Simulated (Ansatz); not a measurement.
# ClCuH2O: two geometries relaxed

Are the two ends of the rotation by 180° about the O1–Cu2 bond separate minima, and which lies lower? Each is relaxed from a guess. SMILES of the start: [OH2+][Cu-][Cl].

Program: Ansatz 0.2.0. Level of theory: RKS r2SCAN-D4/def2-SVP. These are calculated values, not measurements.

**1. Starting point**

Bond lengths: O1–Cu2 1.582 Å, Cu2–Cl3 1.145 Å, O1–H4 0.957 Å, O1–H5 1.029 Å. Angles: O1–Cu2–Cl3 153.4°, Cu2–O1–H4 129.2°, Cu2–O1–H5 126.1°, H4–O1–H5 100.7°.

Coordinates:

```xyz
5

O    -0.4113    0.3901   -0.2162
Cu    0.8130   -0.2788    0.5296
Cl    1.4353   -1.1757    0.8747
H    -1.3461    0.3252   -0.0227
H    -0.4409    0.6655   -1.2069
```

**2. Relaxing end A**

The input, input.yaml:

```yaml
crystal:
  periodic: [false, false, false]
  atoms:
    - { symbol: O, position_ang: [-0.4113, 0.3901, -0.2162] }
    - { symbol: Cu, position_ang: [0.813, -0.2788, 0.5296] }
    - { symbol: Cl, position_ang: [1.4353, -1.1757, 0.8747] }
    - { symbol: H, position_ang: [-1.3461, 0.3252, -0.0227] }
    - { symbol: H, position_ang: [-0.4409, 0.6655, -1.2069] }
basis:
  gaussian: { orbitals: def2-SVP }
hamiltonian:
  xc: r2scan
  dispersion: d4
relax:
  f_tol: 0.015
  max_steps: 40
output:
  orbitals: {}
```

On the command line:

```
ansatz run input.yaml --threads 1 --pin off --max-ram 2048MiB --backend cpu --events-out ev --progress --plain --runs-dir out
```

The program printed, cut to the lines that bear on the results:

```text
Warning: RAYON_NUM_THREADS=1 ignored (pool sized by the plan → 1); use --threads N
[...]
Functional definition: r2SCAN
[...]
838 factors; their error is unknown
[...]
mean field -59189.37795331 eV, -2175.1695197829 hartree, gradient 3.5e-5 eV, S^2 0.000000; 0 other end points of the search recorded, 0 dependent functions left out
[...]
reference -59189.37798253 eV, -2175.1695208566 hartree; 28, 28 occupied and 45, 45 virtual orbitals, 838 factors
relax step   1: F+E_penalty+E_count = -59189.39730826 eV  Δ(F+E_penalty+E_count) = +0.000e0 eV  max|allowed force component| = 1.374e2 eV/Å  Δτ_max = 0.0000 Å  (27 SCF iters, accepted)
[...]
relax step   3: F+E_penalty+E_count = -59226.95917261 eV  Δ(F+E_penalty+E_count) = -6.477e0 eV  max|allowed force component| = 1.420e1 eV/Å  Δτ_max = 0.1984 Å  (35 SCF iters, accepted)
[...]
relax step   5: F+E_penalty+E_count = -59230.64069866 eV  Δ(F+E_penalty+E_count) = -9.427e-1 eV  max|allowed force component| = 1.078e0 eV/Å  Δτ_max = 0.1948 Å  (37 SCF iters, accepted)
[...]
relax step   7: F+E_penalty+E_count = -59230.83976613 eV  Δ(F+E_penalty+E_count) = -1.588e-2 eV  max|allowed force component| = 4.906e-1 eV/Å  Δτ_max = 0.0604 Å  (31 SCF iters, accepted)
[...]
relax step   9: F+E_penalty+E_count = -59230.84642603 eV  Δ(F+E_penalty+E_count) = -6.660e-3 eV  max|allowed force component| = 1.295e-1 eV/Å  Δτ_max = 0.0351 Å  (31 SCF iters, accepted)
[...]
relax step  10: F+E_penalty+E_count = -59230.84766401 eV  Δ(F+E_penalty+E_count) = -1.238e-3 eV  max|allowed force component| = 1.366e-2 eV/Å  Δτ_max = 0.0253 Å  (31 SCF iters, accepted)
838 factors; their error is unknown
[...]
mean field -59230.83099209 eV, -2176.6928908603 hartree, gradient 2.2e-5 eV, S^2 0.000000; 1 other end points of the search recorded, 0 dependent functions left out
[...]
reference -59230.83101205 eV, -2176.6928915936 hartree; 28, 28 occupied and 45, 45 virtual orbitals, 838 factors
Total energy: -59230.84768397 eV, -2176.6935042754 hartree
Atom 0 at    -0.639449     0.722846    -0.345639 Å, force    -0.013661     0.006811    -0.008966 eV/Å
Atom 1 at     0.704317    -0.405746     0.454142 Å, force     0.000553    -0.006651    -0.000573 eV/Å
Atom 2 at     2.134581    -1.642452     1.299141 Å, force     0.004379    -0.000765     0.002692 eV/Å
Atom 3 at    -1.552113     0.472569    -0.136966 Å, force     0.004535     0.000887     0.002563 eV/Å
Atom 4 at    -0.597337     0.779083    -1.312178 Å, force     0.004193    -0.000281     0.004284 eV/Å
Dipole moment:    -1.299941     0.774273    -0.857448 e Å
```

Run time: 24 s. Hardware: 1 thread of Intel Xeon 6975P-C (Granite Rapids), shared host; peak memory 0.16 GiB.

The steps of the relaxation:

| step | energy from step 1 (eV) | largest force component (eV/Å) |
| --- | --- | --- |
| 1 | 0.0000 | 137.4088 |
| 2 | -31.0844 | 32.8315 |
| 3 | -37.5619 | 14.2020 |
| 4 | -40.3007 | 4.9429 |
| 5 | -41.2434 | 1.0785 |
| 6 | -41.4266 | 0.5419 |
| 7 | -41.4425 | 0.4906 |
| 8x | -41.4424 | 0.4434 |
| 9 | -41.4491 | 0.1295 |
| 10 | -41.4504 | 0.0137 |

Step 1 is the start. 1 step was tried and not accepted (marked x).

After: Bond lengths: O1–Cu2 1.928 Å, Cu2–Cl3 2.071 Å, O1–H4 0.969 Å, O1–H5 0.969 Å. Angles: O1–Cu2–Cl3 179.1°, Cu2–O1–H4 114.6°, Cu2–O1–H5 114.7°, H4–O1–H5 105.7°.

**3. Relaxing end B**

The second end starts from a geometry with the move made by hand.

input.yaml: that of step 2 with these lines changed.

```diff
@@ -5,3 +5,3 @@
     - { symbol: Cu, position_ang: [0.813, -0.2788, 0.5296] }
-    - { symbol: Cl, position_ang: [1.4353, -1.1757, 0.8747] }
+    - { symbol: Cl, position_ang: [1.77498, -0.24748, 1.14959] }
     - { symbol: H, position_ang: [-1.3461, 0.3252, -0.0227] }
@@ -16,3 +16 @@
   max_steps: 40
-output:
-  orbitals: {}
```

On the command line:

```
ansatz run input.yaml --threads 1 --pin off --max-ram 2048MiB --backend cpu --events-out ev --progress --plain --runs-dir out
```

The program printed, cut to the lines that bear on the results:

```text
Warning: RAYON_NUM_THREADS=1 ignored (pool sized by the plan → 1); use --threads N
[...]
Functional definition: r2SCAN
[...]
838 factors; their error is unknown
[...]
mean field -59189.44335164 eV, -2175.1719231271 hartree, gradient 4.6e-5 eV, S^2 0.000000; 0 other end points of the search recorded, 0 dependent functions left out
[...]
reference -59189.44338031 eV, -2175.1719241806 hartree; 28, 28 occupied and 45, 45 virtual orbitals, 838 factors
relax step   1: F+E_penalty+E_count = -59189.46268075 eV  Δ(F+E_penalty+E_count) = +0.000e0 eV  max|allowed force component| = 1.483e2 eV/Å  Δτ_max = 0.0000 Å  (27 SCF iters, accepted)
[...]
relax step   3: F+E_penalty+E_count = -59226.92184800 eV  Δ(F+E_penalty+E_count) = -6.420e0 eV  max|allowed force component| = 1.592e1 eV/Å  Δτ_max = 0.1966 Å  (35 SCF iters, accepted)
[...]
relax step   9: F+E_penalty+E_count = -59230.84765819 eV  Δ(F+E_penalty+E_count) = -6.985e-4 eV  max|allowed force component| = 1.466e-2 eV/Å  Δτ_max = 0.0112 Å  (32 SCF iters, accepted)
838 factors; their error is unknown
[...]
mean field -59230.83099219 eV, -2176.6928908639 hartree, gradient 2.2e-5 eV, S^2 0.000000; 1 other end points of the search recorded, 0 dependent functions left out
[...]
reference -59230.83101214 eV, -2176.6928915969 hartree; 28, 28 occupied and 45, 45 virtual orbitals, 838 factors
Total energy: -59230.84767814 eV, -2176.6935040610 hartree
Atom 0 at    -0.721107     0.655178    -0.404153 Å, force    -0.005848     0.010221    -0.001580 eV/Å
Atom 1 at     0.827806     0.041895     0.567372 Å, force     0.014655    -0.009994     0.007946 eV/Å
Atom 2 at     2.488841    -0.641154     1.601080 Å, force    -0.010858     0.005550    -0.006430 eV/Å
Atom 3 at    -1.552091     0.219192    -0.163219 Å, force    -0.001794    -0.004042     0.003720 eV/Å
Atom 4 at    -0.653769     0.579409    -1.367690 Å, force     0.003844    -0.001735    -0.003656 eV/Å
Dipole moment:    -1.418348     0.279130    -0.973885 e Å
```

Run time: 22 s. Hardware: 1 thread of Intel Xeon 6975P-C (Granite Rapids), shared host; peak memory 0.16 GiB.

Relaxation path:

| step | energy from step 1 (eV) | largest force component (eV/Å) |
| --- | --- | --- |
| 1 | 0.0000 | 148.2513 |
| 2 | -31.0390 | 35.9874 |
| 3 | -37.4592 | 15.9250 |
| 4 | -40.2040 | 5.7978 |
| 5 | -41.1030 | 1.4415 |
| 6 | -41.3328 | 0.6388 |
| 7 | -41.3714 | 0.3017 |
| 8 | -41.3843 | 0.0777 |
| 9 | -41.3850 | 0.0147 |

Step 1 is the start.

After: Bond lengths: O1–Cu2 1.928 Å, Cu2–Cl3 2.072 Å, O1–H4 0.969 Å, O1–H5 0.969 Å. Angles: O1–Cu2–Cl3 179.3°, Cu2–O1–H4 114.9°, Cu2–O1–H5 114.9°, H4–O1–H5 105.8°.

**4. What came out**

```
                           quantity                     value
                              end A  8 moves, 41.450 eV lower
                              end B  8 moves, 41.385 eV lower
largest difference between the ends                    0.00 Å
            end B relative to end A                 +0.000 eV
```

The two relaxations end at one structure, within 0.00 Å: no second minimum was found from this start, which doesn't rule one out.
